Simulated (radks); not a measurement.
# Sr³⁺ in [Ar] 3d9 4s2 4p6: an all-electron calculation

The task here is to estimate one member of a computed series from the others.

Method: Dirac Kohn-Sham, PBE, spin-unpolarised, spherical densities, point nucleus; open shells fill j = l - 1/2 first. Code: radks (a radial shooting solver on a logarithmic mesh, Libxc functionals) version 1.

### Starting point

| Property | Result |
| --- | --- |
| element | strontium (Z = 38) |
| charge | +3 |
| electrons | 35 |
| configuration | [Ar] 3d9 4s2 4p6 |

The first run:

Input:

```text
Z 38
configuration [Ar] 3d9 4s2 4p6
relativity Dirac
functional pbe,pbe
spin unpolarised
j_filling energy
nucleus point
c 137.035999084
```

One table of the session follows, with a row left open; its other results are not shown here.

It belongs to the step «Orbitals and density». Sizes of the orbitals, from the radial functions (bohr):

| level | <r> | outermost maximum (interpolated) | 90 % within | nodes |
| --- | --- | --- | --- | --- |
| 1s1/2 | 0.03916 | 0.0255 | 0.0701 | 0 |
| 2s1/2 | 0.1722 | 0.145 | 0.266 | 1 |
| 2p1/2 | 0.1475 | 0.114 | 0.241 | 0 |
| 2p3/2 | 0.1516 | 0.117 | 0.247 | 0 |
| 3s1/2 | ? | ? | ? | ? |
| 3p1/2 | 0.4858 | 0.423 | 0.737 | 1 |
| 3p3/2 | 0.4959 | 0.431 | 0.751 | 1 |
| 3d3/2 | 0.4839 | 0.371 | 0.780 | 0 |
| 3d5/2 | 0.4873 | 0.373 | 0.785 | 0 |
| 4s1/2 | 1.289 | 1.15 | 1.88 | 3 |
| 4p1/2 | 1.424 | 1.25 | 2.10 | 2 |
| 4p3/2 | 1.451 | 1.27 | 2.14 | 2 |

**Question.** Estimate the row for 3s1/2.

The run gave: <r>: 0.4877; outermost maximum (interpolated): 0.434; 90 % within: 0.722; nodes: 2. In the column «<r>» it lies between 3d5/2 (0.4873) and 3p3/2 (0.4959).
